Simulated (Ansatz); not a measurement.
**HfF+ (singlet): relaxing a cheap start**

Where does this start of HfF+ (singlet) end when it is relaxed?

Method: RKS PBE0/def2-TZVP; program: Ansatz 0.2.0, Gaussian basis.

## Step 1: Starting geometry

2 atoms, charge 1, spin multiplicity 1.

Atoms are counted from 1 here; the program's logs count them from 0.

Bond lengths: Hf1–F2 2.020 Å.

The start is set by covalent radii. Sticks and bond lists go by distance. No spin-orbit coupling is included. Elements past krypton take def2 core potentials.

## Step 2: Relaxation

File in.yaml:

```yaml
crystal:
  periodic: [false, false, false]
  atoms:
    - {symbol: Hf, position_ang: [0.000000, 0.000000, 0.000000]}
    - {symbol: F, position_ang: [0.000000, 0.000000, 2.020000]}
basis:
  gaussian: {orbitals: def2-TZVP}
total_charge: 1
hamiltonian: {xc: pbe0}
relax: {f_tol: 0.004, max_steps: 80}
```

The run is started by

```sh
> ansatz run in.yaml --threads 1 --pin off --events-out ev --progress --plain --max-ram 2176MiB
```

**Question.** What will these runs give? Wanted: energy gained; shift from the start; total energy.

As calculated:

| quantity | value |
| --- | --- |
| steps | 5 |
| energy gained | 0.701 eV |
| shift from the start (rms) | 0.113 Å |
| total energy | -4013.5144 eV |

The bonds of the start are those of the end. Hf1–F2 went from 2.020 to 1.794 Å. No vibrations were run, so this is a stationary point, not a proven minimum, and this spin need not be the ground state's.
